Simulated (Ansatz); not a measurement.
# C2H6AuN: up Jacob's ladder to CCSD(T)

Aim: compute C2H6AuN with functionals from several rungs and with coupled cluster. The yardstick is the atomisation energy at the CCSD(T) limit.

The runs use Ansatz 0.2.0, Gaussian basis; functionals in def2-TZVPP, the program's frozen cores in correlated methods.

Levels to be run: LDA (SPW92), PBE-D4, revPBE-D4, BLYP-D4, r2SCAN-D4, B97M-V, PBE0-D4, B3LYP-D4, r2SCANh-D4, r2SCAN0-D4, HSE06-D4, BHLYP-D4, CAM-B3LYP-D4, LC-ωPBE, ωB97X-V, ωB97M-V, B2PLYP, PBE-QIDH; CCSD(T)/def2-SVP; CCSD(T)/def2-TZVPP; MP2/def2-QZVPP; extrapolation to the limit; RPA on PBE.

## Step 1: The geometry

An earlier PBE0-D4 in a triple-zeta def2 set relaxation fixed the geometry. Au takes the def2 core potential; no spin-orbit term is included.

SMILES `C[N](C)[Au]`, 10 atoms, charge 0, spin multiplicity 1.

Atoms are counted from 1 here; the program's logs count them from 0.

Bond lengths: C1–N2 1.447 Å, C1–H5 1.090 Å, C1–H6 1.100 Å, C1–H7 1.100 Å, N2–C3 1.447 Å, N2–Au4 1.994 Å, C3–H8 1.090 Å, C3–H9 1.100 Å, C3–H10 1.100 Å. Angles: N2–C1–H5 110.7°, N2–C1–H6 114.7°, N2–C1–H7 107.3°, H5–C1–H6 108.9°, H5–C1–H7 107.8°, H6–C1–H7 107.1°, C1–N2–C3 110.4°, C1–N2–Au4 111.4°, C3–N2–Au4 111.4°, N2–C3–H8 110.7°, N2–C3–H9 114.7°, N2–C3–H10 107.3°, H8–C3–H9 108.9°, H8–C3–H10 107.8°, H9–C3–H10 107.1°.

## Step 2: LDA

This LDA is Slater exchange with PW92 correlation.

in.yaml reads:

```yaml
crystal:
  periodic: [false, false, false]
  atoms:
    - {symbol: C, position_ang: [-0.193319, 1.013979, -0.612695]}
    - {symbol: N, position_ang: [-0.295564, -0.420182, -0.448144]}
    - {symbol: C, position_ang: [0.590816, -0.872923, 0.602432]}
    - {symbol: Au, position_ang: [-2.177507, -0.981389, -0.105166]}
    - {symbol: H, position_ang: [-0.863773, 1.359793, -1.399671]}
    - {symbol: H, position_ang: [-0.384789, 1.596542, 0.301000]}
    - {symbol: H, position_ang: [0.837531, 1.234659, -0.927622]}
    - {symbol: H, position_ang: [0.512691, -1.952373, 0.733248]}
    - {symbol: H, position_ang: [0.437916, -0.383294, 1.575963]}
    - {symbol: H, position_ang: [1.619096, -0.646012, 0.283554]}
basis:
  gaussian: {orbitals: def2-TZVPP}
hamiltonian: {xc: lda}
output: {orbitals: {seedname: orbitals}}
```

The runs that follow: PBE-D4 (GGA); revPBE-D4 (GGA); BLYP-D4 (GGA); r2SCAN-D4 (meta-GGA); B97M-V (meta-GGA); PBE0-D4 (hybrid); B3LYP-D4 (hybrid); r2SCANh-D4 (hybrid); r2SCAN0-D4 (hybrid); HSE06-D4 (hybrid); BHLYP-D4 (hybrid); CAM-B3LYP-D4 (range-separated); LC-ωPBE-D4 (range-separated); ωB97X-V (range-separated); ωB97M-V (range-separated); B2PLYP (double hybrid); PBE-QIDH (double hybrid); CCSD(T) in def2-SVP; CCSD(T) in def2-TZVPP; MP2 in def2-QZVPP; RPA on PBE orbitals.

**Question.** What will the summary of the whole plan be? Wanted: atomisation energy, CCSD(T)/CBS; farthest beyond LDA; mean size of error, GGA; mean size of error, meta-GGA; mean size of error, hybrid; mean size of error, range-separated; mean size of error, double hybrid; gap, smallest and largest; T1 diagnostic.

As calculated:

```
                               quantity                                                                             value
        atomisation energy, CCSD(T)/CBS                                                                     3396.9 kJ/mol
 functionals within 17.0 kJ/mol (0.5 %)  revPBE-D4, BLYP-D4, r2SCAN-D4, B97M-V, PBE0-D4, B3LYP-D4, HSE06-D4, CAM-B3LYP-D4
                    farthest beyond LDA                                                          BHLYP-D4 (-137.2 kJ/mol)
                mean size of error, GGA                                                                       35.6 kJ/mol
           mean size of error, meta-GGA                                                                        8.7 kJ/mol
             mean size of error, hybrid                                                                       40.7 kJ/mol
    mean size of error, range-separated                                                                       27.0 kJ/mol
      mean size of error, double hybrid                                                                       45.4 kJ/mol
              gap, smallest and largest                                          1.43 eV (LDA (SPW92)), 7.75 eV (LC-ωPBE)
                          T1 diagnostic                                                                            0.0289
triples share of the correlation energy                                                                             4.0 %
```

LDA overbinds by 532.7 kJ/mol (16 %). PBE-D4 is off by +87.2 kJ/mol. Double hybrids carry the basis error of their MP2 part in triple zeta, and no dispersion term here, so their miss is partly the set-up's. Taken by rung, meta-GGA functionals do best (8.7 kJ/mol on average) and double hybrid ones worst beyond LDA (45.4 kJ/mol). The reference freezes the cores and leaves out spin-orbit coupling and excitations past (T), so misses under about 17.0 kJ/mol can't be ranked. All levels share the lack of spin-orbit coupling, which lowers the free heavy atoms and so the true binding. Hartree-Fock recovers 68 % of the binding; the rest is correlation. CCSD(T) in def2-SVP is off by -188.5 kJ/mol, which most functionals beat. The gap grows from 1.4 to 7.8 eV across the functionals, mostly with the share of exact exchange. The T1 diagnostic, 0.029, is a little above the customary 0.02. Correlated methods include outer-core shells of Au, which these sets cover unevenly.
